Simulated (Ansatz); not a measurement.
# C2H6Se (SMILES CC[SeH]) at wB97/6-31G (accuracy low, xc omega 0.3)

Wanted: a geometry optimisation of C2H6Se. 

The calculation is run with Ansatz 0.2.0.

5 further runs of the same task are left out: 2 that didn't finish, 3 set aside as unsound or not needed.

## (1) The system as given

C2H6Se: 9 atoms, total charge 0, spin state singlet. SMILES: `CC[SeH]`. All atoms were displaced at random from a relaxed shape. The run starts from this shape.

Bond lengths: C1–C2 1.552 Å, C2–Se3 1.919 Å, C1–H4 1.095 Å, C1–H5 1.098 Å, C1–H6 1.088 Å, C2–H7 1.033 Å, C2–H8 1.089 Å, Se3–H9 1.472 Å. Some angles: C1–C2–Se3 112.8°, C1–C2–H7 111.2°, C1–C2–H8 110.3°, Se3–C2–H7 105.5°, Se3–C2–H8 106.5°, C2–C1–H4 110.6°, C2–C1–H5 110.2°, C2–C1–H6 110.5°, C2–Se3–H9 98.2°, H7–C2–H8 110.3°.

## (2) A structure relaxation at wB97/6-31G (accuracy low, xc omega 0.3)

Contents of input.yaml:

```yaml
crystal:
  periodic: [false, false, false]
  atoms:
    - {symbol: C, position_ang: [-0.472988, 0.619149, -0.600579]}
    - {symbol: C, position_ang: [0.247726, -0.685185, -0.166688]}
    - {symbol: Se, position_ang: [1.449916, -0.417299, 1.305119]}
    - {symbol: H, position_ang: [-1.115770, 0.433652, -1.467040]}
    - {symbol: H, position_ang: [0.262591, 1.382563, -0.885401]}
    - {symbol: H, position_ang: [-1.076242, 1.010563, 0.215915]}
    - {symbol: H, position_ang: [0.829037, -1.064033, -0.931915]}
    - {symbol: H, position_ang: [-0.479115, -1.427920, 0.159253]}
    - {symbol: H, position_ang: [0.461766, 0.014031, 2.307319]}
basis:
  gaussian:
    orbitals: 6-31G
hamiltonian:
  xc: {name: wB97, parameters: {omega: 0.3/bohr}}
  pseudopotentials: {relativity: none}
accuracy: low
relax:
  max_displacement: 0.05
```

The run is started by

```bash
$ ansatz run input.yaml --threads 1 --pin off --max-ram 2610MiB --events-out events.jsonl --progress --plain --runs-dir runs
```

Output:

```text
Warning: RAYON_NUM_THREADS=1 ignored (pool sized by the plan → 1); use --threads N
The last accepted step is kept in runs//last_step.txt (removed where the run ends without a failure and the disk answers)
Functional definition: wB97
  name "wB97"
  parameter omega = 0.4/bohr
  parameter cx1 = 1.13116
  parameter cx2 = -2.74915
  parameter cx3 = 12.0900
  parameter cx4 = -5.71642
  parameter css1 = -2.55352
  parameter css2 = 11.8926
  parameter css3 = -26.9452
  parameter css4 = 17.0927
  parameter cos1 = 3.99051
  parameter cos2 = -17.0066
  parameter cos3 = 1.07292
  parameter cos4 = 8.88211
  exchange = spin_sum(e_x_unif_sr(omega)*poly(b97_u_x, 1, cx1, cx2, cx3, cx4)) + exact_x_lr(omega)
  correlation = spin_sum(e_c_pw_same_spin*poly(b97_u_same, 1, css1, css2, css3, css4))
      + integral(e_c_pw_opposite_spin*poly(b97_u_opposite, 1, cos1, cos2, cos3, cos4))
  with omega = 0.3/bohr from the input
772 factors; integrals over basis functions are off by at most 2.1e-4 eV
247 factors; integrals over basis functions are off by at most 3.6e-6 eV
mean field evaluation 1: about -67513.4667 eV, gradient 2.2e1 eV
mean field evaluation 2: about -67514.1285 eV, gradient 1.4e1 eV
mean field evaluation 4: about -67514.6351 eV, gradient 5.4e-1 eV
mean field evaluation 8: about -67514.6237 eV, gradient 5.7e-3 eV
mean field -67514.62370887 eV, -2481.1166582452 hartree, gradient 8.8e-6 eV, S^2 0.000000; 0 other end points of the search recorded, 0 dependent functions left out
the calculation of the forces begins
reference -67514.62370182 eV, -2481.1166579864 hartree; 26, 26 occupied and 33, 33 virtual orbitals, 772 factors
relax step   1: F+E_penalty+E_count = -67514.62370887 eV  Δ(F+E_penalty+E_count) = +0.000e0 eV  max|allowed force component| = 2.484e0 eV/Å  Δτ_max = 0.0000 Å  (25 SCF iters, accepted)
these checks for a lower state are left out or cut short: starts, cluster_reference, orbital_swaps, neighbouring_geometries, increment
772 factors; integrals over basis functions are off by at most 2.0e-4 eV
247 factors; integrals over basis functions are off by at most 3.9e-6 eV
mean field evaluation 16: about -67514.7569 eV, gradient 2.7e0 eV
mean field -67514.77126465 eV, -2481.1220808202 hartree, gradient 1.0e-5 eV, S^2 0.000000; 0 other end points of the search recorded, 0 dependent functions left out
the calculation of the forces begins
reference -67514.77125757 eV, -2481.1220805600 hartree; 26, 26 occupied and 33, 33 virtual orbitals, 772 factors
relax step   2: F+E_penalty+E_count = -67514.77126465 eV  Δ(F+E_penalty+E_count) = -1.476e-1 eV  max|allowed force component| = 7.572e-1 eV/Å  Δτ_max = 0.0487 Å  (29 SCF iters, accepted)
these checks for a lower state are left out or cut short: starts, cluster_reference, orbital_swaps, neighbouring_geometries, increment
772 factors; integrals over basis functions are off by at most 1.9e-4 eV
247 factors; integrals over basis functions are off by at most 4.1e-6 eV
mean field -67514.79255060 eV, -2481.1228630647 hartree, gradient 1.0e-5 eV, S^2 0.000000; 0 other end points of the search recorded, 0 dependent functions left out
the calculation of the forces begins
reference -67514.79254350 eV, -2481.1228628037 hartree; 26, 26 occupied and 33, 33 virtual orbitals, 772 factors
relax step   3: F+E_penalty+E_count = -67514.79255060 eV  Δ(F+E_penalty+E_count) = -2.129e-2 eV  max|allowed force component| = 1.024e-1 eV/Å  Δτ_max = 0.0323 Å  (30 SCF iters, accepted)
these checks for a lower state are left out or cut short: starts, cluster_reference, orbital_swaps, neighbouring_geometries, increment
772 factors; integrals over basis functions are off by at most 1.9e-4 eV
247 factors; integrals over basis functions are off by at most 4.2e-6 eV
mean field evaluation 32: about -67514.7935 eV, gradient 4.3e-2 eV
mean field -67514.79346033 eV, -2481.1228964965 hartree, gradient 9.2e-6 eV, S^2 0.000000; 0 other end points of the search recorded, 0 dependent functions left out
the calculation of the forces begins
reference -67514.79345323 eV, -2481.1228962355 hartree; 26, 26 occupied and 33, 33 virtual orbitals, 772 factors
relax step   4: F+E_penalty+E_count = -67514.79346033 eV  Δ(F+E_penalty+E_count) = -9.097e-4 eV  max|allowed force component| = 7.236e-2 eV/Å  Δτ_max = 0.0179 Å  (29 SCF iters, accepted)
these checks for a lower state are left out or cut short: starts, cluster_reference, orbital_swaps, neighbouring_geometries, increment
772 factors; integrals over basis functions are off by at most 1.9e-4 eV
247 factors; integrals over basis functions are off by at most 4.1e-6 eV
mean field -67514.79429738 eV, -2481.1229272576 hartree, gradient 1.0e-5 eV, S^2 0.000000; 0 other end points of the search recorded, 0 dependent functions left out
the calculation of the forces begins
reference -67514.79429029 eV, -2481.1229269968 hartree; 26, 26 occupied and 33, 33 virtual orbitals, 772 factors
relax step   5: F+E_penalty+E_count = -67514.79429738 eV  Δ(F+E_penalty+E_count) = -8.371e-4 eV  max|allowed force component| = 1.552e-2 eV/Å  Δτ_max = 0.0308 Å  (31 SCF iters, accepted)
these checks for a lower state are left out or cut short: starts, cluster_reference, orbital_swaps, neighbouring_geometries, increment
772 factors; integrals over basis functions are off by at most 1.9e-4 eV
247 factors; integrals over basis functions are off by at most 4.1e-6 eV
mean field -67514.79432642 eV, -2481.1229283245 hartree, gradient 2.0e-5 eV, S^2 0.000000; 0 other end points of the search recorded, 0 dependent functions left out
the calculation of the forces begins
reference -67514.79431932 eV, -2481.1229280639 hartree; 26, 26 occupied and 33, 33 virtual orbitals, 772 factors
relax step   6: F+E_penalty+E_count = -67514.79432642 eV  Δ(F+E_penalty+E_count) = -2.903e-5 eV  max|allowed force component| = 2.464e-2 eV/Å  Δτ_max = 0.0155 Å  (24 SCF iters, accepted)
these checks for a lower state are left out or cut short: starts, cluster_reference, orbital_swaps, neighbouring_geometries, increment
772 factors; integrals over basis functions are off by at most 1.8e-4 eV
247 factors; integrals over basis functions are off by at most 4.1e-6 eV
mean field -67514.79451731 eV, -2481.1229353397 hartree, gradient 1.0e-5 eV, S^2 0.000000; 0 other end points of the search recorded, 0 dependent functions left out
the calculation of the forces begins
reference -67514.79451022 eV, -2481.1229350791 hartree; 26, 26 occupied and 33, 33 virtual orbitals, 772 factors
relax step   7: F+E_penalty+E_count = -67514.79451731 eV  Δ(F+E_penalty+E_count) = -1.909e-4 eV  max|allowed force component| = 1.808e-2 eV/Å  Δτ_max = 0.0194 Å  (31 SCF iters, accepted)
these checks for a lower state are left out or cut short: starts, cluster_reference, orbital_swaps, neighbouring_geometries, increment
772 factors; integrals over basis functions are off by at most 1.8e-4 eV
247 factors; integrals over basis functions are off by at most 4.1e-6 eV
mean field -67514.79454895 eV, -2481.1229365024 hartree, gradient 1.9e-5 eV, S^2 0.000000; 0 other end points of the search recorded, 0 dependent functions left out
the calculation of the forces begins
reference -67514.79454185 eV, -2481.1229362418 hartree; 26, 26 occupied and 33, 33 virtual orbitals, 772 factors
relax step   8: F+E_penalty+E_count = -67514.79454895 eV  Δ(F+E_penalty+E_count) = -3.164e-5 eV  max|allowed force component| = 1.492e-3 eV/Å  Δτ_max = 0.0041 Å  (23 SCF iters, accepted)
772 factors; integrals over basis functions are off by at most 1.8e-4 eV
247 factors; integrals over basis functions are off by at most 4.1e-6 eV
mean field evaluation 64: about -67514.7945 eV, gradient 1.9e-5 eV
mean field -67514.79454895 eV, -2481.1229365024 hartree, gradient 1.9e-5 eV, S^2 0.000000; 1 other end points of the search recorded, 0 dependent functions left out
the calculation of the forces begins
reference -67514.79454185 eV, -2481.1229362418 hartree; 26, 26 occupied and 33, 33 virtual orbitals, 772 factors
Total energy: -67514.79454185 eV, -2481.1229362418 hartree
Atom 0 at    -0.468096     0.613901    -0.585919 Å, force    -0.001492     0.000444    -0.001281 eV/Å
Atom 1 at     0.226741    -0.683071    -0.164623 Å, force     0.000935     0.000425     0.001341 eV/Å
Atom 2 at     1.493612    -0.444460     1.356719 Å, force    -0.000559    -0.000302    -0.001401 eV/Å
Atom 3 at    -1.125101     0.431355    -1.451832 Å, force     0.001144    -0.000018     0.001270 eV/Å
Atom 4 at     0.266166     1.384333    -0.863554 Å, force     0.000033    -0.001138     0.001256 eV/Å
Atom 5 at    -1.089233     1.016769     0.229527 Å, force    -0.000035     0.000155    -0.000719 eV/Å
Atom 6 at     0.850125    -1.081849    -0.977951 Å, force    -0.000006     0.000335     0.000211 eV/Å
Atom 7 at    -0.498708    -1.459677     0.112334 Å, force    -0.000283    -0.000340    -0.000484 eV/Å
Atom 8 at     0.451415     0.088220     2.281283 Å, force     0.000262     0.000438    -0.000193 eV/Å
Dipole moment:    -0.338167     0.032868    -0.178015 e Å
```

Wall time 52 s (1 thread of Arm Neoverse V1, shared host).

The path in brief:

```tsv
step	energy from the first frame kept (eV)	largest force (eV/Å)
1	0.0000	3.1978
2	-0.1476	0.9334
3	-0.1688	0.1396
4	-0.1698	0.0922
5	-0.1706	0.0178
6	-0.1706	0.0300
7	-0.1708	0.0215
8	-0.1708	0.0020
```

After the run. Bond lengths: C1–C2 1.530 Å, C2–Se3 1.994 Å, C1–H4 1.102 Å, C1–H5 1.100 Å, C1–H6 1.101 Å, C2–H7 1.100 Å, C2–H8 1.098 Å, Se3–H9 1.492 Å. Some angles: C1–C2–Se3 113.4°, C1–C2–H7 111.2°, C1–C2–H8 111.6°, Se3–C2–H7 104.3°, Se3–C2–H8 108.2°, C2–C1–H4 110.3°, C2–C1–H5 111.1°, C2–C1–H6 111.2°, C2–Se3–H9 94.1°, H7–C2–H8 107.7°.

## (3) Results

Level: wB97/6-31G (accuracy low, xc omega 0.3).

| quantity | value |
| --- | --- |
| total energy at the end | -2481.12294 Eh |
| dipole moment | 1.84 D |

At the final geometry: Bond lengths: C1–C2 1.530 Å, C2–Se3 1.994 Å, C1–H4 1.102 Å, C1–H5 1.100 Å, C1–H6 1.101 Å, C2–H7 1.100 Å, C2–H8 1.098 Å, Se3–H9 1.492 Å. Some angles: C1–C2–Se3 113.4°, C1–C2–H7 111.2°, C1–C2–H8 111.6°, Se3–C2–H7 104.3°, Se3–C2–H8 108.2°, C2–C1–H4 110.3°, C2–C1–H5 111.1°, C2–C1–H6 111.2°, C2–Se3–H9 94.1°, H7–C2–H8 107.7°. The optimisation took 7 steps and changed the energy by -0.171 eV. Mulliken charges run from -0.56 on C2 to +0.19 on H8; they depend strongly on the basis. The accuracy setting is loose, so the last digits carry no meaning.
